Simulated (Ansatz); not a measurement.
# Re: a single-point run

Aim: a sound single-point run of Re.

Method: DFT, LDA, all-electron LAPW, scalar-relativistic; levels and slopes on a fine mesh, independent-particle optical spectra, in Ansatz 0.2.0.

## (1) The starting structure

It takes space group Fm-3m (No. 225, cubic). The conventional cell has a = 3.089 Å, b = 3.089 Å, c = 3.089 Å, α = 90.00°, β = 90.00°, γ = 90.00°. Around Re (site symmetry m-3m) lie 12 Re at 2.18 Å.

As a file:

```xyz
1
Lattice="0.0000 1.5444 1.5444 1.5444 0.0000 1.5444 1.5444 1.5444 0.0000" Properties=species:S:1:pos:R:3 pbc="T T T"
Re    0.0000    0.0000    0.0000
```

## (2) The calculation

File input.yaml:

```yaml
crystal:
  lattice:
    - [0.0, 1.54438388, 1.54438388]
    - [1.54438388, 0.0, 1.54438388]
    - [1.54438388, 1.54438388, 0.0]
  atoms:
    - { symbol: Re, position: [0.0, 0.0, 0.0] }
kpoints:
  mp_grid: { grid: [18, 18, 18] }
scf:
  occupations: { method: fermi_dirac, width: 0.08 }
  max_iter: 60
hamiltonian:
  xc: lda
  pseudopotentials: { kind: all_electron, lapw: { basis_error: 0.001 } }
output:
  forces: true
  stress: true
  eigenvalues: true
  eigenstates:
    nscf_kmesh: { grid: [24, 24, 24] }
    de_dk: true
    e_range: [-14, 14]
  optics:
    e_range: [0, 30]
    de: 0.2
    sigma: 0.2
    bands: { spectra_wanted_up_to: 30 }
    nscf_kmesh: { grid: [24, 24, 24] }
    drude_damping: 0.1
checkpoint:
  write: ck
  write_wavefunctions: false
```

Command:

```sh
$ ansatz run input.yaml --threads 1 --pin off --max-ram 3072MiB --backend cpu --events-out ev --progress --plain --runs-dir out
```

**Question.** How will this run end, and is anything wrong with its input?

The run converged and reported no error, with warnings (optics on partly filled bands). It gives a pressure of 1058 GPa, which is large and calls for a look at the input.

All distances are much too short, so cores begin to overlap. The shortest distance in the input is 2.18 Å.

The cure: use the intended lattice or bond lengths.
